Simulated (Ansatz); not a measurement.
Working through a geometry optimisation of CH4BGa, SMILES [BH]1[CH2][GaH]1

Computed with Ansatz 0.2.0, Python API.

Notebook, run cell by cell (the value of a cell's last expression is shown):

```python
import ansatz as az
import numpy as np
```

```python
BASIS = 'def2-SVP'
XC = 'CAM-B3LYP'
```

```python
GEOMETRY = '''
B    -0.63300   -0.33070   -0.45870
C     0.20470    0.32760    0.68590
Ga    1.07870   -0.11930   -0.88500
H    -1.50580   -0.17830   -1.23460
H    -0.43030    0.55350    1.54500
H     0.68990    1.27830    0.32460
H     0.65700   -1.59910   -0.02280
'''
```

```python
mol = az.Crystal.molecule()
for line in GEOMETRY.strip().splitlines():
    symbol, *xyz = line.split()
    mol = mol.atom(symbol, [float(v) for v in xyz])

base = mol.calculation().basis(gaussian=BASIS).functional(XC)
symbols = [site.symbol for site in mol.cartesian_sites]
start = np.array([site.position_ang for site in mol.cartesian_sites], dtype=float)
rep = base.relax(force_tolerance=0.005).run(threads=1).report
end = np.array(rep['positions_ang'])
```

```python
print('reference energy %16.6f eV' % rep['reference_energy_ev'])
print('total energy     %16.6f eV' % rep['free_energy_ev'])
print('occupied orbitals outside the frozen core (up, down):', rep['n_occupied'], ' frozen:', rep['n_frozen'], ' virtual:', rep['n_virtual'])
```

    reference energy    -54149.656379 eV
    total energy        -54149.656379 eV
    occupied orbitals outside the frozen core (up, down): [23, 23]  frozen: 0  virtual: [57, 57]

```python
print('final positions (A) and the move of each atom')
for symbol, xyz, old in zip(symbols, end, start):
    print(f'{symbol:2s} {xyz[0]:10.5f} {xyz[1]:10.5f} {xyz[2]:10.5f}   {np.linalg.norm(xyz - old):7.4f}')
```

    final positions (A) and the move of each atom
    B    -0.69353   -0.52817   -0.38248    0.2202
    C     0.19684    0.37954    0.42167    0.2694
    Ga    2.11526    0.37935   -0.40335    1.2470
    H    -1.28842   -0.11803   -1.35562    0.2560
    H     0.47851    0.06394    1.44209    1.0374
    H     0.01702    1.46813    0.36799    0.7005
    H    -0.76448   -1.71276   -0.13590    1.4305

```python
charges = rep['charge_distribution']
print('dipole moment', round(4.803205 * float(np.linalg.norm(charges['dipole_moment_e_ang'])), 3), 'D')
print('Mulliken:', [(s, round(q, 3)) for s, q in zip(symbols, charges['mulliken_charges_e'])])
with open('ch4bga_opt.xyz', 'w') as handle:
    handle.write(f'{len(symbols)}\nrelaxed CH4BGa\n')
    handle.writelines(f'{s:2s} {x:11.6f} {y:11.6f} {z:11.6f}\n' for s, (x, y, z) in zip(symbols, end))
```

    dipole moment 2.016 D
    Mulliken: [('B', -0.062), ('C', -0.203), ('Ga', 0.278), ('H', -0.044), ('H', 0.037), ('H', 0.037), ('H', -0.044)]

`ch4bga_opt.xyz`, as written:
```text
7
relaxed CH4BGa
B    -0.693535   -0.528171   -0.382480
C     0.196842    0.379544    0.421666
Ga    2.115258    0.379350   -0.403354
H    -1.288422   -0.118031   -1.355618
H     0.478514    0.063936    1.442092
H     0.017020    1.468131    0.367993
H    -0.764477   -1.712759   -0.135898
```

These settings explore the input space; basis and method may be short of convergence. The end point is the stationary point reached from this start; no frequency run checks that it is a minimum, and the basis set is modest. The bonding changed during the relaxation, so the end is another isomer than the start names. Timing: 30 s on 1 thread of AMD EPYC 9R45 96-Core Processor (Zen 5), with other jobs on the host, peak memory 0.26 GiB.
